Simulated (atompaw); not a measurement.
# Gd: generating and testing a PAW (atompaw) potential

Aim: build the potential from the settings below, then test how well it stands in for the atom: scattering, ghost states and the plane-wave cutoff that it needs.

Method: atompaw 4.2.0.5, PBE, scalar-relativistic.

### Step 1. Settings

Typed settings, in words:

| Property | Result |
| --- | --- |
| element | gadolinium (Gd, Z = 64) |
| type | PAW |
| frozen core | [Kr] 4d10 |
| valence charge | 18 |
| reference configuration | 4f7 5s2 5p6 5d1.5 6s1.5 6p0 |
| partial waves | 5s (bound): rc 2.10 bohr; 6s (bound): rc 2.60 bohr; 5p (bound): rc 2.50 bohr; 6p (bound, empty): rc 2.60 bohr; 5d (bound): rc 2.60 bohr; 5d channel at 2.5 Ry: rc 2.60 bohr; 4f (bound): rc 0.85 bohr; 4f channel at 4.7 Ry: rc 0.85 bohr |
| local potential | bessel scheme, radius 2.05 bohr |
| core correction | smooth core density matched at 1.95 bohr |
| augmentation charge | besselshape compensation charge, radius 2.40 bohr; PAW radius 2.60 bohr; waves and projectors: custom polynom2 7 10 vanderbiltortho |

An earlier all-electron run gives the scale for the radii.

All-electron outer shells of the reference configuration (PBE, scalar-relativistic, ld1.x):

```csv
shell,level (eV),outermost node (bohr),outermost maximum (bohr)
4p,-275.63,0.29,0.54
4d,-146.95,0.27,0.56
5s,-48.96,0.65,1.20
5p,-26.54,0.70,1.35
4f,-7.93,–,0.56
6s,-3.88,1.61,3.42
5d,-2.10,0.79,2.00
6p,-1.22,1.94,4.73
```

### Step 2. Generation

The input, Gd.input:

```
Gd 64
GGA-PBE scalarrelativistic loggrid 2001 logderivrange -6 5 276
6 6 5 4 0 0
6 0 1.5
6 1 0
5 2 1.5
4 3 7
0 0 0
c
c
c
c
v
v
c
c
c
v
v
c
c
v
v
3
2.60 2.40 2.05 1.95
n
n
y
2.5
n
y
4.7
n
custom polynom2 7 10 vanderbiltortho besselshape
bessel
2.10
2.60
2.50
2.60
2.60
2.60
0.85
0.85
PWSCFOUT
UPFDX 0.0125d0 UPFXMIN -7.d0 UPFZMESH 64.d0
END
```

Started as:

```console
$ atompaw < Gd.input > Gd.log
```

Before running it: what results should come out? Wanted: cutoffs; bound ghosts; largest phase difference near zero energy, channels read; lowest eigenvalue of the overlap; share of valence orbitals outside the PAW sphere; UPF file.

**Answer**, as computed:

```
                                                quantity                                              value
                                                 cutoffs                                     not determined
                                            bound ghosts                                     not determined
largest phase difference near zero energy, channels read                                          0.023 rad
         lowest eigenvalue of the overlap (Bessel basis)                                          0.383 (s)
        share of valence orbitals outside the PAW sphere  5s 1 %, 6s 87 %, 5p 5 %, 6p 97 %, 5d 51 %, 4f 1 %
                                                UPF file                                        not written
```

What this shows: Even at 400 Ry an occupied level stays 676 mRy from its reference, so no cutoffs are read; the levels have long settled, so the basis size isn't the cause: the level found isn't the valence state, or the test fails for this file. Ghosts could not be judged. Near zero energy the phases of the channels with partial waves agree within 0.023 rad. The pseudo core plus compensation charge is negative at some radii, so no UPF file was written. These are tests on the free atom; a crystal test is still owed.
